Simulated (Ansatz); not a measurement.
# ZrTiN: a closer look at a trial structure

Aim: for this structure of ZrTiN, get its elastic tensor and see how the gap depends on the level of theory.

Program: Ansatz 0.2.0. Level of theory: DFT PBE, scalar-relativistic, plane waves, PAW, unless a step names another level. These are calculated values, not measurements.

1 further run of the same task is left out (set aside as unsound or not needed). Runs told in other sessions of the task aren't counted.

### 1 The system as given

The structure is tetragonal, space group P4/mmm (No. 123). Conventional cell: a = 3.257 Å, b = 3.257 Å, c = 4.065 Å, α = 90.00°, β = 90.00°, γ = 90.00°. Zr (site symmetry 4/mmm) is surrounded by 4 N at 2.30 Å. Around Ti (site symmetry 4/mmm) lie 2 N at 2.03 Å. N (site symmetry 4/mmm) is surrounded by 2 Ti at 2.03 Å and 4 Zr at 2.30 Å.

Structure file:

```cif
data_structure
_symmetry_space_group_name_H-M 'P 1'
_symmetry_Int_Tables_number 1
_cell_length_a 3.2573
_cell_length_b 3.2573
_cell_length_c 4.0652
_cell_angle_alpha 90.000
_cell_angle_beta 90.000
_cell_angle_gamma 90.000
_cell_volume 43.13
loop_
_atom_site_label
_atom_site_type_symbol
_atom_site_fract_x
_atom_site_fract_y
_atom_site_fract_z
_atom_site_occupancy
Zr1 Zr 0.00000 0.00000 0.00000 1
Ti1 Ti 0.50000 0.50000 0.50000 1
N1 N 0.50000 0.50000 0.00000 1
```

The cell was relaxed beforehand at this level, from a database cell with other species swapped in; it needn't be the stable form of this composition. At a tolerance of 0.05 Å it has space group P4/mmm (No. 123); it has 14.38 Å³/atom, an uncorrected energy of -1.24 eV/atom over the elements and, on its mesh, gap none (metal).

### 2 Strained cells: the elastic tensor

input.yaml reads:

```yaml
crystal:
  lattice:
    - [3.2596585064, 0.0, 0.0]
    - [0.0, 3.2596585064, 0.0]
    - [0.0, 0.0, 4.0640963506]
  atoms:
    - { symbol: Zr, position: [0.0, 0.0, 0.0] }
    - { symbol: Ti, position: [0.5, 0.5, 0.5] }
    - { symbol: "N", position: [0.5, 0.5, 0.0] }
basis:
  ecutwfc: 420
kpoints:
  mp_grid: { grid: [14, 14, 12] }
hamiltonian:
  xc: pbe
scf:
  occupations: { method: fermi_dirac, width: 0.15 }
output:
  forces: true
  stress: true
  eigenvalues: true
elastic:
  mode: relaxed_ion
  amplitude: 0.005
  stencil: two_point
```

The run is started by

```
$ ansatz run input.yaml --threads 1 --pin off --max-ram 2560MiB --backend cpu --events-out ev --progress --plain --runs-dir out
```

The program printed:

```text
Warning: RAYON_NUM_THREADS=1 ignored (pool sized by the plan → 1); use --threads N
band count auto-derived: 21 (N_el = 29.0; filled up to band 15; 19 by the electrons, moments and atoms)
Engine: ansatz 0.2.0, x86_64-unknown-linux-gnu
Pseudopotentials: kind: paw
Pseudopotential: Zr, paw, valence charge 12, recommended cutoff 420 eV (normal), Zr.paw.azcp
Pseudopotential: Ti, paw, valence charge 12, recommended cutoff 420 eV (normal), Ti.paw.azcp
Pseudopotential: N, paw, valence charge 5, recommended cutoff 420 eV (normal), N.paw.azcp
Functional definition: PBE
  parameter kappa = 0.804
  parameter beta = 0.06672455060314922
  exchange = pbe_x(kappa = kappa, mu = beta*pi^2/3)
  correlation = pbe_c(beta = beta)
Crystal: 3 atoms, lattice volume = 43.183 Å³
Basis set: ecut = 420 eV, 861 PW (Γ), exchange–correlation on 48×48×60 points (8 copies of the dense FFT grid, shifted against one another)
Bands: 21, of which v1, the nominal top of the filled ones, is band 15 counted from 1 (14 counted from 0)
Symmetry: 16 space group operations
Space group: P4/mmm (ITA 123), of the structure as read, at distance tolerance 3.5e-5 Å
k-points: 252 of 2352
Non-local potential: Zr, projectors of the file, l = 0: 3, l = 1: 2, l = 2: 2, l = 3: 2
Non-local potential: Ti, projectors of the file, l = 0: 3, l = 1: 2, l = 2: 3, l = 3: 1
Non-local potential: N, projectors of the file, l = 0: 2, l = 1: 2, l = 2: 1
PAW form: soft (Blöchl's): semilocal exchange-correlation on the pseudo side does not see the compensation charge
PAW one-centre angular grid: Zr, 590 points (default); XC on 64 Gauss nodes
PAW one-centre angular grid: Ti, 590 points (default); XC on 64 Gauss nodes
PAW one-centre angular grid: N, 110 points (default); XC on 64 Gauss nodes
Initial density: superposition of atomic densities (neutral atoms: chi_scale 0, normalization atom), corrected by the library's trained network
Initial wavefunctions: pseudopotential atomic-orbital guess
Functional: x = pbe(κ = 0.804, μ = 0.2195149727645171), c = pbe(β = 0.06672455060314922)
SCF iter   1: F=—  HF=-7071.324359 eV  |F-HF|=—  |Δ(HF+E_count)|=         —  Δρ=1.10e-2  dr2=8.62e-2  ethr=1.77e-3  ⟨swp⟩=4.9  Hψ=20562  notcnv=0
preconditioner: auto → Kerker (q_TF=auto, 2.553 Å⁻¹)  [metal: Δε(μ)=0.008 eV  Ē_g=7.575 eV  σ=0.150 eV  W_gap=0.01  n_scr=14 (ndim 8)  ℏωp=20.4 eV  f_vac=0.000  D(μ)=1.79/eV (n_scr^D=18)]
SCF iter   2: F=—  HF=-7071.314876 eV  |F-HF|=—  |Δ(HF+E_count)|=   9.48e-3  Δρ=5.83e-3  dr2=2.65e-2  ethr=2.97e-4  ⟨swp⟩=1.0  Hψ=7308  notcnv=0
SCF iter   3: F=—  HF=-7071.311111 eV  |F-HF|=—  |Δ(HF+E_count)|=   3.76e-3  Δρ=8.32e-4  dr2=5.45e-4  ethr=9.14e-5  ⟨swp⟩=1.8  Hψ=5725  notcnv=0
SCF iter   4: F=—  HF=-7071.311039 eV  |F-HF|=—  |Δ(HF+E_count)|=   7.18e-5  Δρ=1.75e-4  dr2=8.42e-6  ethr=1.88e-6  ⟨swp⟩=2.0  Hψ=5934  notcnv=0
SCF iter   5: F=—  HF=-7071.311022 eV  |F-HF|=—  |Δ(HF+E_count)|=   1.66e-5  Δρ=4.47e-5  dr2=1.02e-6  ethr=2.90e-8  ⟨swp⟩=2.1  Hψ=7397  notcnv=0
SCF iter   6: F=—  HF=-7071.311021 eV  |F-HF|=—  |Δ(HF+E_count)|=   1.78e-6  Δρ=1.04e-5  dr2=4.53e-8  ethr=3.51e-9  ⟨swp⟩=2.4  Hψ=6473  notcnv=0
SCF iter   7: F=—  HF=-7071.311021 eV  |F-HF|=—  |Δ(HF+E_count)|=   4.73e-9  Δρ=2.04e-6  dr2=9.73e-10  ethr=1.56e-10  ⟨swp⟩=2.4  Hψ=7011  notcnv=0
SCF iter   8: F=—  HF=-7071.311021 eV  |F-HF|=—  |Δ(HF+E_count)|=  1.35e-10  Δρ=4.28e-7  dr2=8.62e-11  ethr=3.35e-12  ⟨swp⟩=2.2  Hψ=7907  notcnv=0
SCF iter   9: F=—  HF=-7071.311021 eV  |F-HF|=—  |Δ(HF+E_count)|=  1.82e-12  Δρ=8.82e-8  dr2=3.46e-12  ethr=2.97e-13 (applied; sched 1.00e-12)  ⟨swp⟩=2.3  Hψ=7471  notcnv=0
SCF iter  10: F=—  HF=-7071.311021 eV  |F-HF|=—  |Δ(HF+E_count)|=    0.00e0  Δρ=2.42e-8  dr2=2.98e-13  ethr=1.19e-14 (applied; sched 1.00e-12)  ⟨swp⟩=2.2  Hψ=7873  notcnv=0
[... 1 line left out ...]
the search or the solves at the SCF's close seem to have found levels that the self-consistency loop had missed (the run counts 3). By its estimate they hold 7.76e-12 electrons. The energies and the density leave them out; if the run goes on with those levels, later outputs use occupations computed again with them
SCF 1 converged in 11 iterations: F = -7071.311021 eV  dr2 = 2.64e-14
Crystal: 3 atoms, lattice volume = 42.967 Å³
Basis set: ecut = 420 eV, 845 PW (Γ), exchange–correlation on 48×48×60 points (8 copies of the dense FFT grid, shifted against one another)
Symmetry: 8 space group operations
k-points: 448 of 2352
Initial density: handed on by an earlier stage of this run
Initial wavefunctions: those handed on with the density
[... 2 lines left out ...]
preconditioner: auto → Kerker (q_TF=auto, 2.555 Å⁻¹)  [metal: Δε(μ)=0.002 eV  Ē_g=7.586 eV  σ=0.150 eV  W_gap=0.00  n_scr=14 (ndim 8)  ℏωp=20.4 eV  f_vac=0.000  D(μ)=1.76/eV (n_scr^D=14)]
[... 8 lines left out ...]
SCF 2 converged in 9 iterations: F = -7071.309963 eV  dr2 = 4.11e-14
Crystal: 3 atoms, lattice volume = 43.398 Å³
[... 2 lines left out ...]
preconditioner: auto → Kerker (q_TF=auto, 2.551 Å⁻¹)  [metal: Δε(μ)=0.006 eV  Ē_g=7.532 eV  σ=0.150 eV  W_gap=0.01  n_scr=14 (ndim 8)  ℏωp=20.3 eV  f_vac=0.000  D(μ)=1.78/eV (n_scr^D=18)]
[... 6 lines left out ...]
SCF 3 converged in 7 iterations: F = -7071.310004 eV  dr2 = 6.10e-14
[... 2 lines left out ...]
preconditioner: auto → Kerker (q_TF=auto, 2.555 Å⁻¹)  [metal: Δε(μ)=0.006 eV  Ē_g=7.591 eV  σ=0.150 eV  W_gap=0.01  n_scr=14 (ndim 8)  ℏωp=20.4 eV  f_vac=0.000  D(μ)=1.77/eV (n_scr^D=18)]
[... 8 lines left out ...]
SCF 4 converged in 9 iterations: F = -7071.309528 eV  dr2 = 8.72e-14
[... 2 lines left out ...]
preconditioner: auto → Kerker (q_TF=auto, 2.551 Å⁻¹)  [metal: Δε(μ)=0.005 eV  Ē_g=7.523 eV  σ=0.150 eV  W_gap=0.01  n_scr=14 (ndim 8)  ℏωp=20.3 eV  f_vac=0.000  D(μ)=1.78/eV (n_scr^D=14)]
[... 6 lines left out ...]
SCF 5 converged in 7 iterations: F = -7071.309584 eV  dr2 = 8.69e-14
Crystal: 3 atoms, lattice volume = 43.182 Å³
Basis set: ecut = 420 eV, 857 PW (Γ), exchange–correlation on 48×48×60 points (8 copies of the dense FFT grid, shifted against one another)
Symmetry: 4 space group operations
k-points: 688 of 2352
[... 2 lines left out ...]
preconditioner: auto → Kerker (q_TF=auto, 2.553 Å⁻¹)  [metal: Δε(μ)=0.001 eV  Ē_g=7.556 eV  σ=0.150 eV  W_gap=0.00  n_scr=14 (ndim 8)  ℏωp=20.4 eV  f_vac=0.000  D(μ)=1.77/eV (n_scr^D=14)]
[... 7 lines left out ...]
SCF 6 converged in 8 iterations: F = -7071.310717 eV  dr2 = 3.52e-14
[... 9 lines left out ...]
SCF 7 converged in 8 iterations: F = -7071.310717 eV  dr2 = 4.85e-15
Basis set: ecut = 420 eV, 853 PW (Γ), exchange–correlation on 48×48×60 points (8 copies of the dense FFT grid, shifted against one another)
k-points: 399 of 2352
[... 2 lines left out ...]
preconditioner: auto → Kerker (q_TF=auto, 2.553 Å⁻¹)  [metal: Δε(μ)=0.003 eV  Ē_g=7.557 eV  σ=0.150 eV  W_gap=0.01  n_scr=14 (ndim 8)  ℏωp=20.4 eV  f_vac=0.000  D(μ)=1.77/eV (n_scr^D=16)]
[... 5 lines left out ...]
SCF iter   7: F=—  HF=-7071.310568 eV  |F-HF|=—  |Δ(HF+E_count)|=  2.73e-12  Δρ=4.50e-8  dr2=6.76e-13  ethr=5.07e-14 (applied; sched 1.00e-12)  ⟨swp⟩=2.1  Hψ=12687  notcnv=0
SCF iter   8: F=-7071.310568 eV  HF=-7071.310568 eV  |F-HF|=3.64e-12  |Δ(HF+E_count)|=  9.09e-13  Δρ=8.31e-9  dr2=1.86e-14  ethr=1.00e-12  ⟨swp⟩=4.0  Hψ=26847  notcnv=0
SCF 8 converged in 8 iterations: F = -7071.310568 eV  dr2 = 1.86e-14
iter 1 solved again at ethr=3.11e-10 eV; its pass at ethr=3.10e-3 eV (dr2=9.01e-8 eV) is discarded
SCF iter   1: F=—  HF=-7071.310582 eV  |F-HF|=—  |Δ(HF+E_count)|=         —  Δρ=5.01e-5  dr2=8.97e-8  ethr=3.11e-10  ⟨swp⟩=2.7  Hψ=45614  notcnv=0
preconditioner: auto → Kerker (q_TF=auto, 2.553 Å⁻¹)  [metal: Δε(μ)=0.003 eV  Ē_g=7.556 eV  σ=0.150 eV  W_gap=0.00  n_scr=14 (ndim 8)  ℏωp=20.4 eV  f_vac=0.000  D(μ)=1.77/eV (n_scr^D=16)]
SCF iter   2: F=—  HF=-7071.310567 eV  |F-HF|=—  |Δ(HF+E_count)|=   1.51e-5  Δρ=2.50e-5  dr2=1.58e-8  ethr=3.09e-10  ⟨swp⟩=2.3  Hψ=14322  notcnv=0
SCF iter   3: F=—  HF=-7071.310568 eV  |F-HF|=—  |Δ(HF+E_count)|=   7.13e-7  Δρ=4.70e-6  dr2=1.07e-9  ethr=5.46e-11  ⟨swp⟩=2.0  Hψ=9472  notcnv=0
SCF iter   4: F=—  HF=-7071.310568 eV  |F-HF|=—  |Δ(HF+E_count)|=   2.41e-8  Δρ=6.47e-7  dr2=1.01e-10  ethr=3.69e-12  ⟨swp⟩=1.3  Hψ=8901  notcnv=0
SCF iter   5: F=—  HF=-7071.310568 eV  |F-HF|=—  |Δ(HF+E_count)|=  9.46e-11  Δρ=1.67e-7  dr2=3.35e-12  ethr=3.50e-13 (applied; sched 1.00e-12)  ⟨swp⟩=1.9  Hψ=9732  notcnv=0
SCF iter   6: F=—  HF=-7071.310568 eV  |F-HF|=—  |Δ(HF+E_count)|=  1.27e-11  Δρ=2.59e-8  dr2=1.04e-13  ethr=1.16e-14 (applied; sched 1.00e-12)  ⟨swp⟩=2.1  Hψ=12829  notcnv=0
SCF iter   7: F=-7071.310568 eV  HF=-7071.310568 eV  |F-HF|=1.82e-12  |Δ(HF+E_count)|=  2.73e-12  Δρ=2.51e-9  dr2=1.54e-15  ethr=1.00e-12  ⟨swp⟩=3.7  Hψ=22276  notcnv=0
SCF 9 converged in 7 iterations: F = -7071.310568 eV  dr2 = 1.54e-15
SCF converged after 11 iterations
Free energy (F): -7071.311021 eV
Harris-Foulkes:  -7071.311021 eV  (|F-HF|=0.00e0)
Internal energy: -7071.178618 eV  (E = F + TS)
E sigma→0 (E₀):  -7071.244819 eV
Entropy (-TS):   -0.132402 eV (-44.134 meV/atom)
Fermi energy:    14.731745 eV
--- Per-component energies (eV) ---
  E_band       = -209.182612
  E_kinetic    = 738.610495
  E_local      = -1563.864665  (includes V_loc(G=0)·N_el)
  E_nonlocal   = 131.058512
  E_hartree    = 572.929030
  E_xc         = -321.167932
  E_vxc        = -391.940603  (∫ρ·V_xc dr)
  E_paw        = -4127.935856  (= ΣΔE_a)
  E_vpaw       = -268.904651  (= ΣTr[D̂ρ^β])
  E_aug_tail   = 0.000241  (compensation charges beyond the density's cutoff)
  E_ewald      = -2500.808444
  E_smearing   = -0.132402  (= −TS)
  E_closure    = 0.000000  (closes the sum)
  Σ components = -7071.311021   (vs F -7071.311021, Δ=0.00e0)
--- Forces (eV/Å), atoms counted from 1 ---
  atom   1  Zr    -0.00000000     0.00000000     0.00000000
  atom   2  Ti     0.00000000    -0.00000000    -0.00000000
  atom   3  N      0.00000000    -0.00000000    -0.00000000
  max |Σ_I F_I| component: 3.63e-29 eV/Å
--- Stress (GPa, compression-positive) ---
        0.003470       0.000000      -0.000000
        0.000000       0.003470      -0.000000
       -0.000000      -0.000000       0.001015
  P = ⅓ Tr σ = 0.0027 GPa (0.027 kbar)
--- Band table (eV; the first three rows and the last of 252) ---
  k-point 0: bands = ["-42.0970", "-34.1496", "-18.4889", "-18.2867", "-18.2867", "-12.0860", "-12.0860", "-12.0784", "-0.9953", "10.5090", "11.4425", "12.1252", "12.1252", "12.2111", "14.9867", "14.9867", "15.9703", "16.2373", "17.0754", "18.3770", "19.0568"]
  k-point 1: bands = ["-42.0969", "-34.1496", "-18.4905", "-18.2864", "-18.2864", "-12.0863", "-12.0863", "-12.0836", "-0.9535", "10.5234", "11.3197", "12.0663", "12.0663", "12.2523", "15.0896", "15.0896", "15.8828", "16.2634", "17.1581", "18.3392", "18.9664"]
  k-point 2: bands = ["-42.0967", "-34.1496", "-18.4948", "-18.2856", "-18.2856", "-12.0977", "-12.0873", "-12.0873", "-0.8369", "10.3818", "11.2123", "11.9206", "11.9206", "12.3739", "15.3621", "15.3621", "15.6385", "16.3395", "17.3262", "18.2313", "18.7282"]
  k-point 251: bands = ["-42.0760", "-34.0607", "-18.4908", "-18.3878", "-18.3878", "-12.5343", "-12.5343", "-12.0411", "-0.0582", "9.5326", "10.4152", "10.4152", "13.4163", "13.4163", "13.9708", "17.1418", "17.1418", "17.4721", "17.9603", "19.3550", "19.7411"]
--- Elastic constants: 4 strain directions × 2 members + reference (group order 16) ---
  dense FFT box of the reference and of every strained cell: 24×24×30
  strains applied: 11, 33, 23, 12; error gains: componentwise 1.00 (the most a stress slope's error grows in a printed constant), spectral 1.41 (1 for all six strains in a standard setting)
  C = ∂σ_k/∂η_j (tension-positive GPa; Voigt order 11 22 33 23 13 12):
       309.872    125.542     94.018      0.000      0.000     -0.000
       125.542    309.872     94.018      0.000      0.000     -0.000
        93.992     93.992    436.141     -0.000      0.000     -0.000
        -0.000      0.000     -0.000     93.082      0.000      0.000
        -0.000      0.000      0.000      0.000     93.082      0.000
         0.000     -0.000     -0.000      0.000      0.000    136.167
  reference stress σ⁰ (GPa):     -0.003     -0.003     -0.001      0.000      0.000     -0.000
  C* (energy form; C + prestress term) asymmetry max|C*_kj − C*_jk| = 2.359e-2 GPa — a small one proves nothing (zero by symmetry where the batch's group is 432, −43m or m−3m); a large one is finite-difference/SCF noise where every solve meets its electron count
  moduli (Voigt/Reuss/Hill, GPa): K = 187.00/184.86/185.93   G = 113.95/108.24/111.10   E = 277.93   ν = 0.251
  mechanically stable: yes (min eigenvalue of sym C = 93.08 GPa)
  strain η (Voigt 11):  stress-route row diagonal C_11 = 309.87 GPa, energy-path curvature d²(F+E_count+ΔE)/dδ²/Ω₀ = 309.87 GPa
         δ    σ_11 (GPa)             F (eV)   n_scf  n_hpsi   n_pw
    -5.000e-3      -1.5793       -7071.3099629       9  174828    862   relax 0 steps, max|allowed force component| 5.26e-31 eV/Å
     5.000e-3       1.5194       -7071.3100036       7  149250    870   relax 0 steps, max|allowed force component| 5.13e-29 eV/Å
  strain η (Voigt 33):  stress-route row diagonal C_33 = 436.14 GPa, energy-path curvature d²(F+E_count+ΔE)/dδ²/Ω₀ = 436.08 GPa
         δ    σ_33 (GPa)             F (eV)   n_scf  n_hpsi   n_pw
    -5.000e-3      -2.2427       -7071.3095279       9  100837    862   relax 0 steps, max|allowed force component| 6.84e-30 eV/Å
     5.000e-3       2.1187       -7071.3095840       7   83973    866   relax 0 steps, max|allowed force component| 4.21e-30 eV/Å
  strain η (Voigt 23):  stress-route row diagonal C_44 = 93.08 GPa, energy-path curvature d²(F+E_count+ΔE)/dδ²/Ω₀ = 93.13 GPa
         δ    σ_23 (GPa)             F (eV)   n_scf  n_hpsi   n_pw
    -5.000e-3      -0.4654       -7071.3107171       8  251543    862   relax 0 steps, max|allowed force component| 0.00e0 eV/Å
     5.000e-3       0.4654       -7071.3107171       8  238054    862   relax 0 steps, max|allowed force component| 0.00e0 eV/Å
  strain η (Voigt 12):  stress-route row diagonal C_66 = 136.17 GPa, energy-path curvature d²(F+E_count+ΔE)/dδ²/Ω₀ = 136.17 GPa
         δ    σ_12 (GPa)             F (eV)   n_scf  n_hpsi   n_pw
    -5.000e-3      -0.6808       -7071.3105681       8  149082    862   relax 0 steps, max|allowed force component| 3.74e-28 eV/Å
     5.000e-3       0.6808       -7071.3105681       7  129558    862   relax 0 steps, max|allowed force component| 1.20e-28 eV/Å
```

It took 7.2 min on 1 thread of Intel Xeon at 2.50GHz (Skylake/Cascade Lake), shared host; peak memory 0.86 GiB.

Derived from the tensor and the density, 5.887 g/cm³, with v_l = √((B+4G/3)/ρ), v_t = √(G/ρ), v_m = [(2/v_t³+1/v_l³)/3]^(−1/3) and Θ = (ħ/k_B)·v_m·(6π²n/V)^(1/3):

| quantity | value |
| --- | --- |
| bulk modulus B | 185.9 GPa |
| shear modulus G | 111.1 GPa |
| B/G | 1.67 |
| universal anisotropy index | 0.28 |
| sound speeds v_l, v_t | 7533, 4344 m/s |
| Debye temperature Θ | 590 K |

Young's modulus by Cartesian direction:

```csv
direction,E (GPa)
"(1, 0, 0)",251
"(0, 1, 0)",251
"(0, 0, 1)",396
"(1, 1, 0)",322
"(1, 0, 1)",248
"(0, 1, 1)",248
"(1, 1, 1)",263
```

[end of part 1 of 3]
